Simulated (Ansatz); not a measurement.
# ClFH4HfN2: the cost of one run

The runs use Ansatz 0.2.0, Gaussian basis; RKS PBE0-D4/def2-TZVP.

Plan: relaxation at PBE0-D4/def2-TZVP; harmonic vibrations at the same level.

1 further run of the same task is left out (set aside as unsound or not needed).

## 1. The starting structure

9 atoms, charge 0, spin multiplicity 1.

Atoms are counted from 1 here; the program's logs count them from 0.

Bond lengths: N1–Hf2 2.004 Å, N1–H6 1.019 Å, N1–H7 1.020 Å, Hf2–N3 2.005 Å, Hf2–F4 1.890 Å, Hf2–Cl5 2.281 Å, N3–H8 1.019 Å, N3–H9 1.023 Å. Angles: Hf2–N1–H6 127.1°, Hf2–N1–H7 122.5°, H6–N1–H7 106.8°, N1–Hf2–N3 108.5°, N1–Hf2–F4 119.3°, N1–Hf2–Cl5 105.6°, N3–Hf2–F4 97.0°, N3–Hf2–Cl5 127.8°, F4–Hf2–Cl5 99.3°, Hf2–N3–H8 125.0°, Hf2–N3–H9 109.9°, H8–N3–H9 106.0°.

The start is a GFN2-xTB geometry. Hf takes the def2 core potential; no spin-orbit term is included.

## 2. Relaxation at PBE0-D4/def2-TZVP

Contents of in.yaml:

```yaml
crystal:
  periodic: [false, false, false]
  atoms:
    - {symbol: N, position_ang: [1.024020, 1.293610, -0.247120]}
    - {symbol: Hf, position_ang: [-0.463210, -0.029070, -0.480340]}
    - {symbol: N, position_ang: [-0.516860, -1.218490, 1.132320]}
    - {symbol: F, position_ang: [-0.289600, -1.398070, -1.772500]}
    - {symbol: Cl, position_ang: [-2.184700, 1.141140, -1.414100]}
    - {symbol: H, position_ang: [1.869140, 1.176220, 0.310040]}
    - {symbol: H, position_ang: [0.887970, 2.296950, -0.367970]}
    - {symbol: H, position_ang: [0.023630, -1.073060, 1.984410]}
    - {symbol: H, position_ang: [-0.350390, -2.189210, 0.855250]}
basis:
  gaussian: {orbitals: def2-TZVP}
hamiltonian: {xc: pbe0, dispersion: d4}
relax: {f_tol: 0.005, max_steps: 150}
```

Started as:

```sh
> ansatz run in.yaml --threads 4 --pin off --events-out ev --progress --plain --max-ram 10444MiB
```

**Question.** How long does this run take on 4 threads of Arm Neoverse V2, shared host, and how much memory does it need?

About 59 s, with a peak of 0.5 GiB.
